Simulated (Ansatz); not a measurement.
# Fe (bcc type): a single-point run

Aim: a sound single-point run of Fe (bcc type).

Computed with Ansatz 0.2.0 (DFT, PBE, all-electron LAPW, scalar-relativistic, unless a step's input says otherwise).

2 further runs of the same task are left out: 2 that didn't finish.

**1. The system as given**

The structure is cubic, space group Im-3m (No. 229). Conventional cell: a = 2.490 Å, b = 2.490 Å, c = 2.490 Å, α = 90.00°, β = 90.00°, γ = 90.00°. Around Fe (site symmetry m-3m) lie 8 Fe at 2.16 Å.

As a file:

```cif
data_structure
_symmetry_space_group_name_H-M 'Im-3m'
_symmetry_Int_Tables_number 229
_cell_length_a 2.4898
_cell_length_b 2.4898
_cell_length_c 2.4898
_cell_angle_alpha 90.000
_cell_angle_beta 90.000
_cell_angle_gamma 90.000
_cell_volume 15.43
loop_
_atom_site_label
_atom_site_type_symbol
_atom_site_symmetry_multiplicity
_atom_site_Wyckoff_symbol
_atom_site_fract_x
_atom_site_fract_y
_atom_site_fract_z
_atom_site_occupancy
Fe1 Fe 2 a 0.00000 0.00000 0.00000 1
```

**2. The run**

File input.yaml:

```yaml
crystal:
  lattice:
    - [-1.2448978255, 1.2448978255, 1.2448978255]
    - [1.2448978255, -1.2448978255, 1.2448978255]
    - [1.2448978255, 1.2448978255, -1.2448978255]
  atoms:
    - { symbol: Fe, position: [0.0, 0.0, 0.0], spin: 2.5 }
magnetization:
  spin_polarized: true
kpoints:
  mp_grid: { grid: [0, 21, 21] }
scf:
  occupations: { method: fermi_dirac, width: 0.1 }
  max_iter: 75
hamiltonian:
  xc: pbe
  pseudopotentials: { kind: all_electron, lapw: { basis_error: 0.001 } }
output:
  forces: true
  stress: true
  eigenvalues: true
  populations: true
```

The run is started by

```console
$ ansatz run input.yaml --threads 1 --pin off --max-ram 3072MiB --backend cpu --events-out ev --progress --plain --runs-dir out
```

**Question.** How will this run end, and is anything wrong with its input?

Nothing was computed: the input was turned down at the start. The line that matters: «invalid value for `kpoints.mp_grid.grid`: each dimension must be in 1..=255»

In the input, kpoints.mp_grid.grid is [0, 21, 21]. No mesh follows from the k-point block as it stands.

Remedy: set kpoints.mp_grid.grid to [21, 21, 21].
